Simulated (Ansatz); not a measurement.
## AlSe: a scan of the bond length, step by step

With Ansatz 0.2.0, Python API.

The cells in order, each with its output:

In [1]:
```python
import ansatz as az
from ase.data import atomic_masses, atomic_numbers
import matplotlib.pyplot as plt
import numpy as np
```

In [2]:
```python
alse = (
    az.Crystal.molecule()
    .atom("Al", [0.0, 0.0, 0.0])
    .atom("Se", [0.0, 0.0, 2.31])
)

symbols = [site.symbol for site in alse.cartesian_sites]
start = np.array([site.position_ang for site in alse.cartesian_sites])
axis = (start[1] - start[0]) / np.linalg.norm(start[1] - start[0])
moving = [1]
lengths, energies = [2.033, 2.125, 2.218, 2.31, 2.402, 2.495, 2.587, 2.726], []
for length in lengths:
    xyz = start.copy()
    xyz[moving] += (length - np.linalg.norm(start[1] - start[0])) * axis
    point = az.Crystal.molecule()
    for symbol, xyz in zip(symbols, xyz):
        point = point.atom(symbol, xyz.tolist())
    base = (
        point.calculation()
        .basis(gaussian="def2-SVP")
        .functional("pbe0", dispersion="d4")
        .spin("collinear", total=1)
    )
    rep = base.run(threads=1, pin="off").report
    energies.append(rep["free_energy_ev"])
    print(f"r = {length:6.3f} A  E = {energies[-1]:.5f} eV  <S^2> = {abs(rep['mean_field']['state']['spin_squared']):.3f}")
```
```text
r =  2.033 A  E = -71925.39996 eV  <S^2> = 0.756
r =  2.125 A  E = -71925.56480 eV  <S^2> = 0.756
r =  2.218 A  E = -71925.54849 eV  <S^2> = 0.758
r =  2.310 A  E = -71925.41502 eV  <S^2> = 0.759
r =  2.402 A  E = -71925.21118 eV  <S^2> = 0.761
r =  2.495 A  E = -71925.08193 eV  <S^2> = 0.754
r =  2.587 A  E = -71924.99723 eV  <S^2> = 0.754
r =  2.726 A  E = -71924.80181 eV  <S^2> = 0.755
```

In [3]:
```python
# quartic fit about the minimum
fit = np.polynomial.Polynomial.fit(lengths, np.array(energies) - min(energies), 4).convert()
roots = [r.real for r in fit.deriv().roots() if abs(r.imag) < 1e-9 and fit.deriv(2)(r.real) > 0]
r_e = min(roots, key=lambda r: abs(r - lengths[int(np.argmin(energies))]))
print(f"minimum of the fit at {r_e:.4f} A, force constant {fit.deriv(2)(r_e):.2f} eV/A^2")
m1, m2 = (atomic_masses[atomic_numbers[s]] for s in symbols)
mu = m1 * m2 / (m1 + m2)
print(f"harmonic wavenumber {521.4709 * np.sqrt(fit.deriv(2)(r_e) / mu):.0f} 1/cm, rotational constant {16.857629 / (mu * r_e ** 2):.4f} 1/cm")
plt.figure(figsize=(4.5, 3))
plt.plot(lengths, np.array(energies) - min(energies), "o-")
plt.xlabel("bond length (A)")
plt.ylabel("E - E(min) (eV)")
plt.tight_layout()
plt.savefig("scan.png", dpi=100)
```
```text
minimum of the fit at 2.1470 A, force constant 22.61 eV/A^2
harmonic wavenumber 553 1/cm, rotational constant 0.1818 1/cm
```

The lowest point is at 2.125 Å. At the shortest distance (2.03 Å) the energy is 0.16 eV higher, at the longest (2.73 Å) 0.76 eV.

Notes:
- These settings explore the input space; basis and method may be short of convergence.
- The basis set is modest, and single-reference methods fail as a bond breaks.
- The species is open-shell (spin multiplicity 2).
- Spin-orbit coupling of the heavy open-shell atom is left out.
- The spin state was assumed, and another may lie lower.
- Timing: 31 s on 1 thread of Arm Neoverse V2 (shared host), peak memory 0.24 GiB.

(Lines on the test bed's own set-up are left out of the output.)
